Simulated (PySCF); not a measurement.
# The bond of KBe−, level by level

One table from this session's results is given with a row withheld; the runs are named, their logs left out.

Program: PySCF 2.14.0. Level of theory: K aug-pcseg-1, Be aug-pcseg-1, no relativity. These are calculated values, not measurements.

4 further runs of the same task are left out: 4 set aside as unsound or not needed.

Set-up of the first run:

A driver script around PySCF takes these settings:

| Item | Value |
| --- | --- |
| atoms | K, Be |
| charge | -1 |
| basis | K aug-pcseg-1, Be aug-pcseg-1 |
| Hamiltonian | no relativity |
| basis functions | 46 |
| electrons treated | 24 |
| masses in u | 38.9637, 9.0122 |
| levels | PBE0, PBE, r²SCAN, revPBE, PW91, TPSSh, HSE06, MP2, SCS-MP2, CCSD, CCSD(T) |
| grid | 80 radial by 434 angular points |
| occupations | held fixed by the projection of orbital angular momentum |
| dissociation limit | K− + Be, each in its ground configuration |
| starting distance in angstrom | 3.005 |
| values of 2S to try | 0, 2 |

Command:

```
> OMP_NUM_THREADS=1 python dia.py task.json out
```

Among the steps run: Set-up; PBE0 along the bond; PBE; r²SCAN (meta-GGA); revPBE (GGA); PW91 (GGA); TPSSh (hybrid meta-GGA); HSE06 (range-separated hybrid); MP2 and coupled cluster.

One table of the session follows, with a row left open; its other results are not shown here.

Energy (eV) from each level's lowest point:

| R (Å) | RHF-MP2 | RHF-SCS-MP2 | RHF-CCSD | RHF-CCSD(T) | PBE |
| --- | --- | --- | --- | --- | --- |
| 3.310 | 0.134 | 0.152 | n/a | n/a | 0.049 |
| 3.464 | 0.081 | 0.097 | 0.107 | 0.082 | 0.018 |
| 3.618 | 0.046 | 0.060 | 0.070 | 0.049 | 0.003 |
| 3.733 | 0.029 | 0.041 | 0.050 | 0.033 | 0.000 |
| 3.849 | 0.017 | 0.028 | 0.036 | 0.021 | 0.002 |
| 3.965 | ? | ? | ? | ? | ? |
| 4.118 | 0.003 | 0.009 | 0.014 | 0.006 | 0.018 |
| 4.311 | 0.000 | 0.003 | 0.006 | 0.002 | 0.034 |
| 4.542 | 0.000 | 0.000 | 0.000 | 0.000 | 0.057 |
| 4.850 | 0.004 | 0.000 | n/a | n/a | 0.087 |

Estimate the missing values for R (Å) = 3.965.

Worked estimate for «RHF-MP2». A straight line through the neighbours (3.849, 0.017) and (4.118, 0.003) gives 0.017 + (0.003 − 0.017) × (3.965 − 3.849) / (4.118 − 3.849) = 0.011; a parabola fitted to 4 rows on both sides gives 0.009.

**Answer.** RHF-MP2: 0.009; RHF-SCS-MP2: 0.018; RHF-CCSD: 0.025; RHF-CCSD(T): 0.013; PBE: 0.007. In «RHF-MP2» the line misses by +0.002 and the parabola by 0.000.
